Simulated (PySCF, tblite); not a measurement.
**C6H9BF2O: geometry, infrared bands and NMR shifts**

Wanted: the infrared bands and NMR shifts of C6H9BF2O (`C#CCCO[C@H](C)B(F)F`), by calculation.

Computed with tblite 0.8.0 and PySCF 2.14.0, with density-fitted response routines of our own, on a single molecule in the gas phase. Atoms are numbered from 0 throughout.

## (1) The molecule as given

19 atoms, charge 0, multiplicity 1; geometry from: force field or distance geometry start.

Bonds of the start (Å): C0–C1 1.24, C1–C2 1.44, C2–C3 1.51, C3–O4 1.38, O4–C5 1.39, C5–C6 1.51, C5–B7 1.57, B7–F8 1.45, B7–F9 1.46, C0–H10 1.05, C2–H11 1.11, C2–H12 1.11, C3–H13 1.13, C3–H14 1.11, C5–H15 1.11, C6–H16 1.11, C6–H17 1.12, C6–H18 1.11.

## (2) Optimising the geometry with GFN2-xTB

What the job is given:

```
{"job": {"kind": "relax", "xc": "GFN2-xTB", "basis": "xTB"}, "charge": 0, "multiplicity": 1}
C      4.169500    -0.189200     0.834200
C      3.112900    -0.443500     0.242400
C      1.877300    -0.743000    -0.439900
C      0.782900     0.040800     0.236900
O     -0.402000    -0.246000    -0.408100
C     -1.517600     0.403800     0.107000
C     -2.464200    -0.648400     0.624300
B     -2.167900     1.265000    -1.038900
F     -2.864200     2.482500    -0.665400
F     -1.678400     1.143900    -2.406100
H      5.067300     0.036200     1.323800
H      1.974500    -0.426900    -1.498000
H      1.710500    -1.839000    -0.390900
H      0.696900    -0.229800     1.328500
H      1.025900     1.121500     0.227600
H     -1.198600     1.020300     0.979300
H     -3.410000    -0.628300     0.037600
H     -2.748400    -0.464900     1.696100
H     -1.976100    -1.645700     0.542200
```

The run is started by

```sh
OMP_NUM_THREADS=1 python probes_run.py task.json out
```

One launch serves the whole session: the jobs run in the order shown.

**Question.** This job is followed by: GFN2-xTB harmonic vibrations, gas phase; GIAO PBE0/pcSseg-1 NMR shielding, non-relativistic, gas phase. What will the session give for the following? strongest single infrared mode (GFN2-xTB); zero-point energy (GFN2-xTB); 13C shifts against TMS (PBE0/pcSseg-1); 1H shifts against TMS (PBE0/pcSseg-1, means over atoms taken as alike); 17O shifts against H2O (PBE0/pcSseg-1); 11B shifts against BF3·OEt2 (PBE0/pcSseg-1); 19F shifts against CFCl3 (PBE0/pcSseg-1, means over atoms taken as alike).

**Answer**, as computed:

| quantity | value |
| --- | --- |
| strongest single infrared mode (GFN2-xTB) | 1311 cm⁻¹, 395 km/mol |
| zero-point energy (GFN2-xTB) | 88.5 kcal/mol |
| 13C shifts against TMS (PBE0/pcSseg-1) | 85.0, 76.2, 74.1, 69.2, 22.7, 16.2 ppm |
| 1H shifts against TMS (PBE0/pcSseg-1, means over atoms taken as alike) | 4.08, 3.56, 3.14, 2.65, 2.61, 1.41, 1.35 ppm |
| 17O shifts against H2O (PBE0/pcSseg-1) | 52.6 ppm |
| 11B shifts against BF3·OEt2 (PBE0/pcSseg-1) | 26.4 ppm |
| 19F shifts against CFCl3 (PBE0/pcSseg-1, means over atoms taken as alike) | -75.8 ppm |

In words: The optimisation took 217 steps and gained 1.246 eV; among the close pairs (by a distance rule), B7–F9 changed most, from 1.457 to 1.309 Å. All 51 modes are real, so the xTB geometry is a minimum. The strongest single mode, at 1311 cm⁻¹, moves mainly B7. Unscaled tight-binding wavenumbers are off by several per cent, some by more. Its intensities can rank the bands wrongly. At PBE0/pcSseg-1: The widest tensor belongs to F8, F9: span 315 ppm, with a paramagnetic part of -220 ppm.
